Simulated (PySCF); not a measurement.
# C₂H₈GeO₂: NMR shifts at several levels of theory

Aim: compute the NMR shifts of C₂H₈GeO₂ (`C[O][GeH2][O]C`) at several levels, and see how far they spread and what each costs.

The runs use PySCF 2.14.0, with density-fitted response routines of our own; the level of theory stands in each step. All values are computed, except where a source is named. Atoms are numbered from 0 throughout.

## 1. Starting geometry

13 atoms, charge 0, multiplicity 1; geometry from: PBE0-D3(BJ)/def2-SVP.

Bonds of the start (Å): C0–O1 1.40, O1–Ge2 1.77, Ge2–O3 1.77, O3–C4 1.40, C0–H5 1.11, C0–H6 1.10, C0–H7 1.11, Ge2–H8 1.53, Ge2–H9 1.53, C4–H10 1.10, C4–H11 1.11, C4–H12 1.11.

## 2. Nuclear shieldings: HF/pcSseg-1

What the job is given:

```
{"job": {"kind": "nmr", "xc": "HF", "basis": "pcSseg-1", "pop": false}, "charge": 0, "multiplicity": 1}
C     -1.910197     0.680581    -0.906256
O     -1.176926    -0.503723    -1.060480
Ge    -0.195616    -1.127918     0.280332
O      1.102222     0.027175     0.642431
C      2.085337     0.308162    -0.316607
H     -1.258615     1.565624    -0.785131
H     -2.524750     0.831979    -1.807666
H     -2.594338     0.646528    -0.036002
H     -1.016965    -1.189088     1.574927
H      0.378005    -2.446592    -0.254656
H      2.806815     1.016982     0.119438
H      2.646562    -0.595359    -0.624430
H      1.664021     0.768642    -1.229211
```

With the program's defaults for keys left out, this is: GIAO HF/pcSseg-1 NMR shielding, non-relativistic, gas phase.

The run is started by

```
> OMP_NUM_THREADS=1 python probes_run.py task.json out
```

The driver reads the jobs from task.json and runs them one after another.

Output:

```text
final grid: 100848 points
cycle   1  E = -2305.0878488067  dE = -2.823e-01  |g| = 8.614e-01  |ddm| = 3.064e+00
cycle   2  E = -2305.1763952387  dE = -8.855e-02  |g| = 5.586e-01  |ddm| = 7.028e-01
cycle   3  E = -2305.2191887874  dE = -4.279e-02  |g| = 6.161e-02  |ddm| = 3.050e-01
cycle   4  E = -2305.2202555575  dE = -1.067e-03  |g| = 1.404e-02  |ddm| = 6.898e-02
cycle   5  E = -2305.2203183991  dE = -6.284e-05  |g| = 3.561e-03  |ddm| = 1.802e-02
cycle   6  E = -2305.2203226026  dE = -4.203e-06  |g| = 8.674e-04  |ddm| = 4.347e-03
cycle   7  E = -2305.2203230072  dE = -4.046e-07  |g| = 3.293e-04  |ddm| = 1.423e-03
cycle   8  E = -2305.2203230714  dE = -6.419e-08  |g| = 1.168e-04  |ddm| = 5.912e-04
cycle   9  E = -2305.2203230781  dE = -6.785e-09  |g| = 2.950e-05  |ddm| = 2.053e-04
cycle  10  E = -2305.2203230786  dE = -4.375e-10  |g| = 5.469e-06  |ddm| = 5.347e-05
converged SCF energy = -2305.2203230786

GIAO shielding tensors (ppm)
atom      isotropic    diamagn.    paramagn.     s11        s22        s33       span
  0 C      141.222     240.237     -99.015    116.191    119.995    187.479     71.288
  1 O      349.126     403.404     -54.278    292.779    365.764    388.837     96.057
  2 Ge    1519.848    2755.350   -1235.501   1486.781   1515.019   1557.745     70.964
  3 O      349.040     403.832     -54.792    292.221    365.423    389.477     97.256
  4 C      141.417     239.191     -97.774    116.283    120.392    187.575     71.292
  5 H       28.251      30.299      -2.048     23.137     26.796     34.820     11.682
  6 H       27.992      27.964       0.028     23.423     25.342     35.212     11.789
  7 H       28.512      29.228      -0.716     24.217     26.017     35.302     11.085
  8 H       27.190      29.060      -1.869     20.944     22.195     38.431     17.488
  9 H       27.180      28.806      -1.626     20.924     22.176     38.440     17.515
 10 H       27.999      28.037      -0.038     23.450     25.343     35.203     11.753
 11 H       28.496      28.684      -0.188     24.183     25.961     35.343     11.161
 12 H       28.261      29.826      -1.565     23.088     26.908     34.787     11.699
```

It took 6.1 s on 1 thread of Arm Neoverse V2, shared host; peak memory 0.84 GiB.

Shifts follow as δ = σ(reference) − σ, with reference shieldings (ppm) from runs at the same level and on the same kind of geometry: ¹H TMS 31.69, ¹³C TMS 190.8, ¹⁷O H2O 333.3, ⁷³Ge GeMe4 1498. The references are single molecules in the gas phase, so shifts against H2O, NH3, PH3, H3PO4 or CFCl3 are not on the usual liquid scales and can be off by tens of ppm. Atoms listed in one row are averaged.

| atoms | environment | σ (ppm) | δ (ppm) |
| --- | --- | --- | --- |
| C0, C4 | methyl carbon bonded to O | 141.3 | 49.5 |
| H8, H9 | hydrogen on a germanium bonded to 2 O | 27.19 | 4.50 |
| H5, H6, H7, H10, H11, H12 | hydrogen on a methyl carbon bonded to O | 28.25 | 3.43 |
| O1, O3 | oxygen bonded to C, Ge | 349.1 | -15.8 |
| Ge2 | germanium bonded to 2 O, 2 H | 1520 | -22 |

## 3. NMR shieldings: LDA/pcSseg-1

Settings changed since step 2:

```diff
@@ -1,2 +1,2 @@
-{"job": {"kind": "nmr", "xc": "HF", "basis": "pcSseg-1", "pop": false}, "charge": 0, "multiplicity": 1}
+{"job": {"kind": "nmr", "xc": "LDA", "basis": "pcSseg-1", "pop": false}, "charge": 0, "multiplicity": 1}
 C     -1.910197     0.680581    -0.906256
```

With the program's defaults for keys left out, this is: GIAO LDA/pcSseg-1 NMR shielding, non-relativistic, gas phase.

Output:

```text
coarse grid: 47912 points
cycle   1  E = -2302.9887588811  dE = -1.878e-01  |g| = 1.585e+00  |ddm| = 3.206e+00
cycle   2  E = -2301.3284345144  dE =  1.660e+00  |g| = 3.277e+00  |ddm| = 4.312e+00
cycle   3  E = -2303.2090745544  dE = -1.881e+00  |g| = 6.106e-01  |ddm| = 3.959e+00
cycle   4  E = -2303.2731628483  dE = -6.409e-02  |g| = 1.798e-01  |ddm| = 5.018e-01
cycle   5  E = -2303.2762143719  dE = -3.052e-03  |g| = 5.724e-02  |ddm| = 1.584e-01
cycle   6  E = -2303.2769560187  dE = -7.416e-04  |g| = 1.446e-02  |ddm| = 6.309e-02
cycle   7  E = -2303.2769962915  dE = -4.027e-05  |g| = 3.696e-03  |ddm| = 1.013e-02
cycle   8  E = -2303.2769995961  dE = -3.305e-06  |g| = 7.145e-04  |ddm| = 4.483e-03
final grid: 100848 points
cycle   9  E = -2303.2769504957  dE =  2.385e-07  |g| = 1.469e-03  |ddm| = 2.030e-03
cycle  10  E = -2303.2769485008  dE =  1.995e-06  |g| = 3.672e-03  |ddm| = 3.733e-03
cycle  11  E = -2303.2769508743  dE = -2.373e-06  |g| = 3.099e-04  |ddm| = 2.654e-03
cycle  12  E = -2303.2769508927  dE = -1.842e-08  |g| = 7.194e-05  |ddm| = 3.076e-04
cycle  13  E = -2303.2769508934  dE = -6.803e-10  |g| = 2.432e-05  |ddm| = 7.128e-05
converged SCF energy = -2303.2769508934

GIAO shielding tensors (ppm)
atom      isotropic    diamagn.    paramagn.     s11        s22        s33       span
  0 C      122.631     244.832    -122.201     88.885     96.432    182.577     93.691
  1 O      287.793     400.163    -112.370    198.667    317.207    347.504    148.838
  2 Ge    1186.207    2758.186   -1571.979   1111.581   1158.247   1288.793    177.211
  3 O      287.571     400.633    -113.062    197.497    317.169    348.047    150.549
  4 C      123.021     243.869    -120.848     89.094     97.192    182.777     93.683
  5 H       26.766      30.170      -3.404     21.780     24.860     33.657     11.877
  6 H       26.796      27.365      -0.569     22.735     24.133     33.520     10.784
  7 H       27.125      28.664      -1.539     23.275     24.305     33.794     10.519
  8 H       25.192      28.377      -3.185     18.796     20.551     36.230     17.433
  9 H       25.172      28.046      -2.873     18.785     20.504     36.227     17.442
 10 H       26.811      27.595      -0.784     22.767     24.152     33.513     10.746
 11 H       27.118      27.985      -0.866     23.195     24.323     33.836     10.642
 12 H       26.772      29.616      -2.844     21.745     24.923     33.649     11.904
```

Wall time 14 s (1 thread of Arm Neoverse V2, shared host); peak memory 0.71 GiB.

Key values: δ C0 57.9, O1 55.1, Ge2 41, H8 5.65, H5 3.93 ppm (means over like atoms).

## 4. NMR shieldings: PBE/pcSseg-1

Settings changed since step 3:

```diff
@@ -1,2 +1,2 @@
-{"job": {"kind": "nmr", "xc": "LDA", "basis": "pcSseg-1", "pop": false}, "charge": 0, "multiplicity": 1}
+{"job": {"kind": "nmr", "xc": "PBE", "basis": "pcSseg-1", "pop": false}, "charge": 0, "multiplicity": 1}
 C     -1.910197     0.680581    -0.906256
```

Method: GIAO PBE/pcSseg-1 NMR shielding, non-relativistic, gas phase.

Output:

```text
coarse grid: 47912 points
cycle   1  E = -2307.3779651867  dE = -1.887e-01  |g| = 1.538e+00  |ddm| = 3.219e+00
cycle   2  E = -2305.7949355063  dE =  1.583e+00  |g| = 3.186e+00  |ddm| = 4.268e+00
cycle   3  E = -2307.6079971414  dE = -1.813e+00  |g| = 5.443e-01  |ddm| = 3.883e+00
cycle   4  E = -2307.6596174532  dE = -5.162e-02  |g| = 1.773e-01  |ddm| = 4.804e-01
cycle   5  E = -2307.6626994850  dE = -3.082e-03  |g| = 4.776e-02  |ddm| = 1.450e-01
cycle   6  E = -2307.6632019376  dE = -5.025e-04  |g| = 1.284e-02  |ddm| = 5.362e-02
cycle   7  E = -2307.6632343863  dE = -3.245e-05  |g| = 3.186e-03  |ddm| = 9.038e-03
cycle   8  E = -2307.6632368789  dE = -2.493e-06  |g| = 5.142e-04  |ddm| = 3.710e-03
final grid: 100848 points
cycle   9  E = -2307.6632254312  dE =  7.179e-09  |g| = 8.605e-04  |ddm| = 1.791e-03
cycle  10  E = -2307.6632249016  dE =  5.296e-07  |g| = 1.950e-03  |ddm| = 2.095e-03
cycle  11  E = -2307.6632255623  dE = -6.607e-07  |g| = 2.186e-04  |ddm| = 1.435e-03
cycle  12  E = -2307.6632255721  dE = -9.823e-09  |g| = 5.875e-05  |ddm| = 2.315e-04
cycle  13  E = -2307.6632255725  dE = -4.311e-10  |g| = 1.668e-05  |ddm| = 4.869e-05
converged SCF energy = -2307.6632255725

GIAO shielding tensors (ppm)
atom      isotropic    diamagn.    paramagn.     s11        s22        s33       span
  0 C      122.826     243.613    -120.787     91.321     97.645    179.511     88.189
  1 O      285.153     400.440    -115.287    205.594    312.072    337.794    132.200
  2 Ge    1246.735    2758.047   -1511.312   1174.425   1224.578   1341.201    166.777
  3 O      284.906     401.017    -116.112    204.491    312.017    338.209    133.718
  4 C      123.161     242.706    -119.544     91.443     98.366    179.675     88.233
  5 H       27.221      30.617      -3.396     22.347     25.342     33.974     11.627
  6 H       27.275      27.658      -0.383     23.288     24.660     33.876     10.588
  7 H       27.556      28.988      -1.433     23.762     24.768     34.137     10.375
  8 H       25.892      29.060      -3.168     19.569     21.233     36.874     17.305
  9 H       25.872      28.710      -2.838     19.557     21.188     36.872     17.315
 10 H       27.289      27.951      -0.661     23.320     24.678     33.870     10.550
 11 H       27.548      28.284      -0.736     23.688     24.782     34.173     10.485
 12 H       27.227      30.051      -2.824     22.312     25.402     33.967     11.655
```

It took 17 s on 1 thread of Arm Neoverse V2, shared host; peak memory 0.93 GiB.

This run: δ C0 57.0, O1 49.6, Ge2 14, H8 5.31, H5 3.84 ppm (means over like atoms).

## 5. NMR shieldings: BLYP/pcSseg-1

Settings changed since step 4:

```diff
@@ -1,2 +1,2 @@
-{"job": {"kind": "nmr", "xc": "PBE", "basis": "pcSseg-1", "pop": false}, "charge": 0, "multiplicity": 1}
+{"job": {"kind": "nmr", "xc": "BLYP", "basis": "pcSseg-1", "pop": false}, "charge": 0, "multiplicity": 1}
 C     -1.910197     0.680581    -0.906256
```

Level: GIAO BLYP/pcSseg-1 NMR shielding, non-relativistic, gas phase.

Output:

```text
coarse grid: 47912 points
cycle   1  E = -2307.9211312590  dE = -1.594e-01  |g| = 1.617e+00  |ddm| = 3.231e+00
cycle   2  E = -2305.9595780779  dE =  1.962e+00  |g| = 3.476e+00  |ddm| = 4.946e+00
cycle   3  E = -2308.1758575284  dE = -2.216e+00  |g| = 5.870e-01  |ddm| = 4.583e+00
cycle   4  E = -2308.2356444183  dE = -5.979e-02  |g| = 2.055e-01  |ddm| = 5.439e-01
cycle   5  E = -2308.2397591814  dE = -4.115e-03  |g| = 5.328e-02  |ddm| = 1.634e-01
cycle   6  E = -2308.2403905132  dE = -6.313e-04  |g| = 1.541e-02  |ddm| = 6.118e-02
cycle   7  E = -2308.2404376347  dE = -4.712e-05  |g| = 3.716e-03  |ddm| = 1.075e-02
cycle   8  E = -2308.2404410057  dE = -3.371e-06  |g| = 6.839e-04  |ddm| = 4.440e-03
final grid: 100848 points
cycle   9  E = -2308.2404133656  dE =  1.318e-07  |g| = 1.338e-03  |ddm| = 2.311e-03
cycle  10  E = -2308.2404117695  dE =  1.596e-06  |g| = 3.293e-03  |ddm| = 3.406e-03
cycle  11  E = -2308.2404136830  dE = -1.913e-06  |g| = 2.630e-04  |ddm| = 2.404e-03
cycle  12  E = -2308.2404136968  dE = -1.374e-08  |g| = 6.752e-05  |ddm| = 2.782e-04
cycle  13  E = -2308.2404136973  dE = -5.557e-10  |g| = 2.125e-05  |ddm| = 6.203e-05
converged SCF energy = -2308.2404136973

GIAO shielding tensors (ppm)
atom      isotropic    diamagn.    paramagn.     s11        s22        s33       span
  0 C      117.367     242.280    -124.912     85.652     92.016    174.433     88.781
  1 O      279.070     401.220    -122.150    200.542    305.624    331.043    130.501
  2 Ge    1237.982    2757.424   -1519.442   1165.045   1216.500   1332.400    167.355
  3 O      278.810     401.741    -122.931    199.429    305.571    331.429    132.001
  4 C      117.701     241.414    -123.713     85.763     92.746    174.594     88.831
  5 H       27.363      30.803      -3.440     22.602     25.458     34.028     11.426
  6 H       27.422      27.715      -0.292     23.510     24.879     33.878     10.368
  7 H       27.701      29.084      -1.383     24.010     24.919     34.173     10.163
  8 H       26.113      29.360      -3.246     19.806     21.478     37.056     17.251
  9 H       26.093      28.999      -2.906     19.793     21.432     37.054     17.260
 10 H       27.437      28.045      -0.609     23.543     24.896     33.872     10.330
 11 H       27.692      28.358      -0.667     23.933     24.937     34.206     10.272
 12 H       27.369      30.228      -2.859     22.568     25.514     34.024     11.456
```

It took 17 s on 1 thread of Arm Neoverse V2, shared host; peak memory 0.93 GiB.

This run: δ C0 57.8, O1 54.7, Ge2 -4, H8 5.26, H5 3.86 ppm (means over like atoms).

## 6. Nuclear shieldings: BP86/pcSseg-1

Settings changed since step 5:

```diff
@@ -1,2 +1,2 @@
-{"job": {"kind": "nmr", "xc": "BLYP", "basis": "pcSseg-1", "pop": false}, "charge": 0, "multiplicity": 1}
+{"job": {"kind": "nmr", "xc": "BP86", "basis": "pcSseg-1", "pop": false}, "charge": 0, "multiplicity": 1}
 C     -1.910197     0.680581    -0.906256
```

Method: GIAO BP86/pcSseg-1 NMR shielding, non-relativistic, gas phase.

Output:

```text
coarse grid: 47912 points
cycle   1  E = -2308.2410442461  dE = -1.850e-01  |g| = 1.540e+00  |ddm| = 3.217e+00
cycle   2  E = -2306.6706456601  dE =  1.570e+00  |g| = 3.183e+00  |ddm| = 4.098e+00
cycle   3  E = -2308.4725038679  dE = -1.802e+00  |g| = 5.362e-01  |ddm| = 3.713e+00
cycle   4  E = -2308.5227721002  dE = -5.027e-02  |g| = 1.768e-01  |ddm| = 4.701e-01
cycle   5  E = -2308.5258378937  dE = -3.066e-03  |g| = 4.693e-02  |ddm| = 1.430e-01
cycle   6  E = -2308.5263189183  dE = -4.810e-04  |g| = 1.248e-02  |ddm| = 5.308e-02
cycle   7  E = -2308.5263496291  dE = -3.071e-05  |g| = 3.199e-03  |ddm| = 8.729e-03
cycle   8  E = -2308.5263521292  dE = -2.500e-06  |g| = 5.781e-04  |ddm| = 3.525e-03
final grid: 100848 points
cycle   9  E = -2308.5263198975  dE =  7.466e-08  |g| = 1.093e-03  |ddm| = 1.983e-03
cycle  10  E = -2308.5263188544  dE =  1.043e-06  |g| = 2.652e-03  |ddm| = 2.744e-03
cycle  11  E = -2308.5263201136  dE = -1.259e-06  |g| = 2.198e-04  |ddm| = 1.918e-03
cycle  12  E = -2308.5263201234  dE = -9.855e-09  |g| = 5.673e-05  |ddm| = 2.331e-04
cycle  13  E = -2308.5263201238  dE = -3.483e-10  |g| = 1.586e-05  |ddm| = 4.467e-05
converged SCF energy = -2308.5263201238

GIAO shielding tensors (ppm)
atom      isotropic    diamagn.    paramagn.     s11        s22        s33       span
  0 C      122.156     243.920    -121.765     90.898     97.139    178.430     87.532
  1 O      284.585     400.626    -116.041    204.544    312.127    337.084    132.539
  2 Ge    1239.620    2758.232   -1518.612   1165.422   1219.413   1334.025    168.603
  3 O      284.329     401.203    -116.873    203.424    312.055    337.509    134.085
  4 C      122.492     242.984    -120.491     91.025     97.854    178.597     87.571
  5 H       27.291      30.715      -3.424     22.435     25.418     34.020     11.585
  6 H       27.343      27.685      -0.342     23.363     24.722     33.944     10.581
  7 H       27.614      29.092      -1.477     23.809     24.835     34.199     10.390
  8 H       25.912      29.120      -3.209     19.590     21.254     36.891     17.301
  9 H       25.892      28.773      -2.881     19.577     21.210     36.889     17.312
 10 H       27.358      27.978      -0.621     23.396     24.738     33.939     10.544
 11 H       27.607      28.377      -0.770     23.739     24.848     34.235     10.495
 12 H       27.296      30.141      -2.845     22.397     25.479     34.011     11.614
```

Wall time 17 s (1 thread of Arm Neoverse V2, shared host); peak memory 0.93 GiB.

This run: δ C0 57.4, O1 48.1, Ge2 13, H8 5.36, H5 3.85 ppm (means over like atoms).

## 7. NMR shieldings: OPBE/pcSseg-1

Settings changed since step 6:

```diff
@@ -1,2 +1,2 @@
-{"job": {"kind": "nmr", "xc": "BP86", "basis": "pcSseg-1", "pop": false}, "charge": 0, "multiplicity": 1}
+{"job": {"kind": "nmr", "xc": "OPBE", "basis": "pcSseg-1", "pop": false}, "charge": 0, "multiplicity": 1}
 C     -1.910197     0.680581    -0.906256
```

With the program's defaults for keys left out, this is: GIAO OPBE/pcSseg-1 NMR shielding, non-relativistic, gas phase.

Output:

```text
coarse grid: 47912 points
cycle   1  E = -2308.4884674413  dE = -2.542e-01  |g| = 1.304e+00  |ddm| = 3.204e+00
cycle   2  E = -2307.3862441072  dE =  1.102e+00  |g| = 2.648e+00  |ddm| = 3.606e+00
cycle   3  E = -2308.6952553508  dE = -1.309e+00  |g| = 3.495e-01  |ddm| = 3.145e+00
cycle   4  E = -2308.7171240176  dE = -2.187e-02  |g| = 1.429e-01  |ddm| = 3.352e-01
cycle   5  E = -2308.7192453351  dE = -2.121e-03  |g| = 3.147e-02  |ddm| = 1.026e-01
cycle   6  E = -2308.7194399241  dE = -1.946e-04  |g| = 7.225e-03  |ddm| = 3.345e-02
cycle   7  E = -2308.7194493871  dE = -9.463e-06  |g| = 2.339e-03  |ddm| = 5.588e-03
final grid: 100848 points
cycle   8  E = -2308.7194794785  dE =  1.284e-06  |g| = 3.334e-03  |ddm| = 5.602e-03
cycle   9  E = -2308.7194751497  dE =  4.329e-06  |g| = 5.465e-03  |ddm| = 7.775e-03
cycle  10  E = -2308.7194820572  dE = -6.907e-06  |g| = 8.761e-04  |ddm| = 5.004e-03
cycle  11  E = -2308.7194821880  dE = -1.309e-07  |g| = 6.637e-05  |ddm| = 5.486e-04
cycle  12  E = -2308.7194821888  dE = -7.221e-10  |g| = 3.378e-05  |ddm| = 7.640e-05
cycle  13  E = -2308.7194821890  dE = -1.974e-10  |g| = 6.153e-06  |ddm| = 2.660e-05
converged SCF energy = -2308.7194821890

GIAO shielding tensors (ppm)
atom      isotropic    diamagn.    paramagn.     s11        s22        s33       span
  0 C      130.181     244.120    -113.940    101.008    105.824    183.710     82.702
  1 O      291.836     399.997    -108.160    219.814    317.319    338.375    118.561
  2 Ge    1282.047    2759.561   -1477.515   1219.879   1261.605   1364.655    144.776
  3 O      291.590     400.826    -109.236    218.836    317.234    338.699    119.863
  4 C      130.451     243.170    -112.720    101.042    106.474    183.836     82.795
  5 H       27.369      30.602      -3.233     22.484     25.583     34.040     11.556
  6 H       27.434      27.691      -0.257     23.387     24.767     34.147     10.760
  7 H       27.668      29.007      -1.339     23.769     24.942     34.292     10.523
  8 H       26.086      29.052      -2.967     19.855     21.374     37.028     17.173
  9 H       26.067      28.689      -2.622     19.840     21.334     37.026     17.186
 10 H       27.447      27.988      -0.540     23.419     24.782     34.141     10.722
 11 H       27.660      28.309      -0.648     23.711     24.943     34.328     10.618
 12 H       27.372      30.031      -2.659     22.444     25.648     34.025     11.581
```

Wall time 17 s (1 thread of Arm Neoverse V2, shared host); peak memory 0.92 GiB.

In short: δ C0 54.8, O1 40.3, Ge2 9, H8 5.15, H5 3.74 ppm (means over like atoms).

## 8. Nuclear shieldings: KT2/pcSseg-1

Settings changed since step 7:

```diff
@@ -1,2 +1,2 @@
-{"job": {"kind": "nmr", "xc": "OPBE", "basis": "pcSseg-1", "pop": false}, "charge": 0, "multiplicity": 1}
+{"job": {"kind": "nmr", "xc": "KT2", "basis": "pcSseg-1", "pop": false}, "charge": 0, "multiplicity": 1}
 C     -1.910197     0.680581    -0.906256
```

With the program's defaults for keys left out, this is: GIAO KT2/pcSseg-1 NMR shielding, non-relativistic, gas phase.

Output:

```text
coarse grid: 47912 points
cycle   1  E = -2320.0481257256  dE = -1.697e-01  |g| = 1.253e+00  |ddm| = 3.151e+00
cycle   2  E = -2318.5290992938  dE =  1.519e+00  |g| = 2.908e+00  |ddm| = 4.226e+00
cycle   3  E = -2320.2889725221  dE = -1.760e+00  |g| = 2.394e-01  |ddm| = 3.779e+00
cycle   4  E = -2320.3005164928  dE = -1.154e-02  |g| = 1.318e-01  |ddm| = 3.243e-01
cycle   5  E = -2320.3025588786  dE = -2.042e-03  |g| = 3.074e-02  |ddm| = 8.784e-02
cycle   6  E = -2320.3027229691  dE = -1.641e-04  |g| = 5.873e-03  |ddm| = 3.128e-02
cycle   7  E = -2320.3027289717  dE = -6.003e-06  |g| = 2.261e-03  |ddm| = 5.232e-03
final grid: 100848 points
cycle   8  E = -2320.3026548523  dE =  1.687e-06  |g| = 3.529e-03  |ddm| = 4.630e-03
cycle   9  E = -2320.3026486199  dE =  6.232e-06  |g| = 6.378e-03  |ddm| = 7.754e-03
cycle  10  E = -2320.3026575173  dE = -8.897e-06  |g| = 1.281e-03  |ddm| = 5.435e-03
cycle  11  E = -2320.3026578328  dE = -3.155e-07  |g| = 1.079e-04  |ddm| = 9.173e-04
cycle  12  E = -2320.3026578345  dE = -1.665e-09  |g| = 3.327e-05  |ddm| = 9.321e-05
cycle  13  E = -2320.3026578346  dE = -1.883e-10  |g| = 6.282e-06  |ddm| = 2.522e-05
converged SCF energy = -2320.3026578346

GIAO shielding tensors (ppm)
atom      isotropic    diamagn.    paramagn.     s11        s22        s33       span
  0 C      126.674     244.521    -117.847     95.684    102.009    182.329     86.645
  1 O      283.584     400.887    -117.303    202.593    310.493    337.666    135.073
  2 Ge    1308.600    2762.437   -1453.837   1237.433   1286.781   1401.586    164.154
  3 O      283.368     401.514    -118.147    201.544    310.513    338.046    136.502
  4 C      127.019     243.631    -116.613     95.807    102.756    182.493     86.686
  5 H       27.201      30.833      -3.632     22.312     25.337     33.955     11.643
  6 H       27.279      27.692      -0.413     23.338     24.628     33.871     10.533
  7 H       27.548      29.106      -1.557     23.752     24.770     34.122     10.369
  8 H       25.923      29.113      -3.190     19.688     21.320     36.762     17.075
  9 H       25.904      28.757      -2.853     19.677     21.276     36.760     17.083
 10 H       27.294      28.025      -0.731     23.369     24.647     33.866     10.497
 11 H       27.543      28.369      -0.826     23.684     24.785     34.160     10.476
 12 H       27.206      30.246      -3.040     22.274     25.396     33.948     11.673
```

It took 17 s on 1 thread of Arm Neoverse V2, shared host; peak memory 0.92 GiB.

This run: δ C0 56.4, O1 47.2, Ge2 15, H8 5.27, H5 3.83 ppm (means over like atoms).

[end of part 1 of 2]
